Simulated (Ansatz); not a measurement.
Here is an Ansatz input file for Al₂O₃, space group P-3m1. Write the same calculation for the Python package.

```yaml
crystal:
  lattice:
    a: 3.017483
    b: 3.017483
    c: 7.574636
    alpha: 90.0
    beta: 90.0
    gamma: 120.0
  atoms:
    - { symbol: Al, position: [0.0, 0.0, 0.277951] }
    - { symbol: Al, position: [0.0, 0.0, 0.722049] }
    - { symbol: O, position: [0.3333333333333333, 0.6666666666666666, 0.199454] }
    - { symbol: O, position: [0.6666666666666666, 0.3333333333333333, 0.800546] }
    - { symbol: O, position: [0.0, 0.0, 0.5] }
kpoints:
  mp_grid:
    grid: [12, 12, 4]
hamiltonian:
  xc: r2scan
scf:
  occupations:
    method: fermi_dirac
elastic:
  mode: clamped_ion
```

Script `al2o3.py`:
```python
# -*- coding: utf-8 -*-
import ansatz as az
import numpy as np

structure = (
    az.Lattice.from_parameters(3.017483, 3.017483, 7.574636, alpha=90.0, beta=90.0, gamma=120.0)
    .atom("Al", [0.0, 0.0, 0.277951])
    .atom("Al", [0.0, 0.0, 0.722049])
    .atom("O", [1 / 3, 2 / 3, 0.199454])
    .atom("O", [2 / 3, 1 / 3, 0.800546])
    .atom("O", [0.0, 0.0, 0.5])
)

calc = (
    structure.calculation()
    .occupations("fermi_dirac")
    .functional("r2scan")
    .kpoints(12, 12, 4)
)
res = calc.elastic("clamped_ion").run()
elastic = res.elastic

print("C_ij (GPa), Voigt order xx yy zz yz xz xy")
for row in elastic.c_gpa:
    print(" ".join(f"{value:8.1f}" for value in row))
print("smallest eigenvalue of C:", round(elastic.stability.min_eigenvalue_gpa, 1), "GPa; tensor positive definite:", elastic.stability.min_eigenvalue_gpa > 0)
if elastic.stability.min_eigenvalue_gpa > 0:
    m = elastic.moduli
    print(f"K = {m.k_hill_gpa:.1f}, G = {m.g_hill_gpa:.1f}, E = {m.youngs_gpa:.1f} GPa, Poisson ratio {m.poisson:.3f}, K/G = {m.k_hill_gpa / m.g_hill_gpa:.2f}")
```

`python al2o3.py` gives:
```text
DeckWarning: basis.ecutwfc = 500 eV, auto-derived from the records' recommended cutoffs: set by Al (their level for a meta-GGA)
C_ij (GPa), Voigt order xx yy zz yz xz xy
   332.4     87.3     11.4     42.2     -0.0      0.0
    87.3    332.4     11.4    -42.2     -0.0      0.0
    10.5     10.5    526.7      0.0     -0.0      0.0
    42.2    -42.2      0.0     44.6      0.0     -0.0
     0.0      0.0      0.0      0.0     44.6     42.2
     0.0     -0.0     -0.0     -0.0     42.2    122.6
smallest eigenvalue of C: 26.2 GPa; tensor positive definite: True
K = 155.6, G = 83.6, E = 212.8 GPa, Poisson ratio 0.272, K/G = 1.86
```
(Warnings from the package without file and line.)

Reading the output:
- A positive definite tensor excludes instabilities under uniform strain alone; phonons elsewhere in the zone can still be imaginary.
- The cell stands under an uneven stress, so these stress-strain coefficients aren't symmetric, and eigenvalues smaller than that stress decide nothing.
- In a crystal with a gap the Fermi level's place inside it depends on smearing and mesh.
- These are clamped-ion constants: where atoms have free coordinates under strain, the relaxed-ion ones can be far smaller or negative, so this tensor doesn't settle whether the crystal is stable.
- At these settings the cell as given stands under about -6 GPa, so it isn't at this functional's equilibrium volume.
- This cell is a computed structure, which may not be the phase found in nature.
- The constants belong to the cell that was strained; where it wasn't relaxed first it may be under stress.
- Finished in 3.1 min on 1 thread of Arm Neoverse V2, on a shared host, peak memory 0.7 GiB.

(Lines on the test bed's own set-up are left out of the output.)
